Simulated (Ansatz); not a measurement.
**CH₃OSbZn: geometry and vibrations**

What shape does CH₃OSbZn take? The plan is to relax it, check the end point by its vibrations and derive ideal-gas thermochemistry, and look at its orbitals and charge.

The runs use Ansatz 0.2.0, Gaussian basis; RKS PBE0-D4/def2-TZVP.

Plan: relaxation at PBE0-D4/def2-TZVP; harmonic vibrations at the same level; a single point in def2-TZVPP for the fields.

### 1 The system as given

SMILES `[OH][Sb]1[CH2][Zn]1`, 7 atoms, charge 0, spin multiplicity 1.

Atoms are counted from 1 here; the program's logs count them from 0.

Bond lengths: O1–Sb2 2.079 Å, O1–H5 0.957 Å, Sb2–C3 2.052 Å, Sb2–Zn4 3.230 Å, C3–Zn4 2.237 Å, C3–H6 1.084 Å, C3–H7 1.082 Å. Angles: Sb2–O1–H5 115.3°, O1–Sb2–C3 80.6°, O1–Sb2–Zn4 45.1°, C3–Sb2–Zn4 43.4°, Sb2–C3–Zn4 97.6°, Sb2–C3–H6 117.9°, Sb2–C3–H7 114.4°, Zn4–C3–H6 123.4°, Zn4–C3–H7 87.6°, H6–C3–H7 112.0°, Sb2–Zn4–C3 39.0°.

Coordinates:

```
atom    x (Å)    y (Å)    z (Å)
  O1  -1.3774   0.6358  -0.2786
 Sb2   0.3951   0.7416  -1.3595
  C3   1.0442  -0.3650   0.2417
 Zn4  -0.8930  -1.3841   0.7030
  H5  -2.1122   1.1259  -0.6476
  H6   1.9872  -0.8908   0.1451
  H7   0.9561   0.1366   1.1958
```

The start is a GFN2-xTB geometry. Sb takes the def2 core potential; no spin-orbit term is included.

### 2 Relaxation at PBE0-D4/def2-TZVP

in.yaml

```yaml
crystal:
  periodic: [false, false, false]
  atoms:
    - {symbol: O, position_ang: [-1.377400, 0.635800, -0.278630]}
    - {symbol: Sb, position_ang: [0.395050, 0.741550, -1.359450]}
    - {symbol: C, position_ang: [1.044230, -0.364960, 0.241750]}
    - {symbol: Zn, position_ang: [-0.893030, -1.384080, 0.702960]}
    - {symbol: H, position_ang: [-2.112210, 1.125860, -0.647590]}
    - {symbol: H, position_ang: [1.987240, -0.890800, 0.145120]}
    - {symbol: H, position_ang: [0.956120, 0.136640, 1.195840]}
basis:
  gaussian: {orbitals: def2-TZVP}
hamiltonian: {xc: pbe0, dispersion: d4}
relax: {f_tol: 0.005, max_steps: 150}
```

Command:

```sh
> ansatz run in.yaml --threads 4 --pin off --events-out ev --progress --plain --max-ram 10444MiB
```

After this run come: Harmonic vibrations; Orbitals, density and potential.

Q: Predict the results of all the runs planned. Wanted: point group; shift from the start; total energy; dispersion term; dipole moment; lowest, highest wavenumber; zero-point energy; HOMO, LUMO.

The runs gave:

| quantity | value |
| --- | --- |
| point group | C1 |
| steps | 25 |
| shift from the start (rms) | 0.828 Å |
| total energy | -58080.7995 eV |
| dispersion term | -164 meV |
| dipole moment | 2.28 D |
| lowest, highest wavenumber | 28, 3887 cm⁻¹ |
| zero-point energy | 98.6 kJ/mol |
| entropy at 298.15 K | 388.3 J/(mol K) |
| HOMO, LUMO | -5.84, -2.12 eV |

The atoms moved 0.83 Å (rms) from the start; the bond that changed most is O1–Sb2, from 2.079 to 1.969 Å. The bonds at the end are not those of the start, so the run found another structure. All wavenumbers are real, so the end point is a minimum. The stiffest mode, 3887 cm⁻¹, is an O–H stretch, and 3 modes under 200 cm⁻¹ make the vibrational entropy uncertain. Harmonic hybrid wavenumbers usually lie a few per cent above measured fundamentals. The largest Mulliken charge, +0.67 e, sits on Sb2. The HOMO lies mostly on Zn4 64 %; Sb2 15 % and the LUMO on Sb2 52 %; C3 24 %.
